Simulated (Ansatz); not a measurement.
**YMg6Cr under changes of volume**

One of the cells (23.326 Å³/atom); the others are scaled copies at fixed shape and fractional positions:

```
Y Cr Mg
1.0
     5.08272    0.00000    0.00000
     0.00000    3.25210    5.64472
     0.00000   -3.25210    5.64472
Y Cr Mg
1 1 6
Direct
  0.00000 0.82591 0.82591
  0.50000 0.66534 0.66534
  0.50000 0.16681 0.16681
  0.50000 0.66640 0.17674
  0.50000 0.17674 0.66640
  0.00000 0.33761 0.33761
  0.00000 0.82058 0.34061
  0.00000 0.34061 0.82058
```

The cell comes from a database or a generator and needn't be the stable form of this composition.

- Program: Ansatz 0.2.0
- Functional: PBE
- Potentials or basis: Ansatz PAW
- Cutoff: 420 eV (not typed: the program's choice for these potentials)
- k mesh: 5 × 5 × 5
- Occupations: fermi-dirac, width 0.05 eV
- Spin: collinear spin, ferromagnetic start
- Starting moments: [0.0, 3.0, 0.0, 0.0, 0.0, 0.0, 0.0, 0.0] μB

```tsv
volume (Å³/atom)	energy over the lowest point (meV/atom)	pressure (GPa)	moment (μB per cell)	largest force (eV/Å)
21.927	?	?	?	?
22.393	4.66	1.7	4.07	0.038
22.860	1.07	0.8	4.12	0.035
23.326	0.00	0.0	4.16	0.033
23.793	1.22	-0.8	4.19	0.031
24.259	4.53	-1.5	4.23	0.031
24.726	9.74	-2.1	4.25	0.030
```

Question: What does the run at 21.927 Å³/atom give?

Answer: Energy over the lowest point 11.00 meV/atom; pressure 2.7 GPa; moment 4.02 μB per cell; largest force 0.048 eV/Å.

Worked out: A Birch-Murnaghan fit of order 3 (a polynomial in V^(-2/3)) to the other rows has its minimum at 23.30 Å³/atom with B0 = V·E''(V) = 39 GPa and B' = 3.7 at fixed shape and positions, which overstates the stiffness. It gives 11.01 meV/atom at 21.927 Å³/atom, against the run's 11.00, and -dE/dV = 2.7 GPa, against 2.7. A parabola through the other rows of the moment, of slope 0.117 μB per Å³/atom there, extrapolates to 4.02 μB, against the run's 4.02.

Energies are extrapolated to zero smearing.
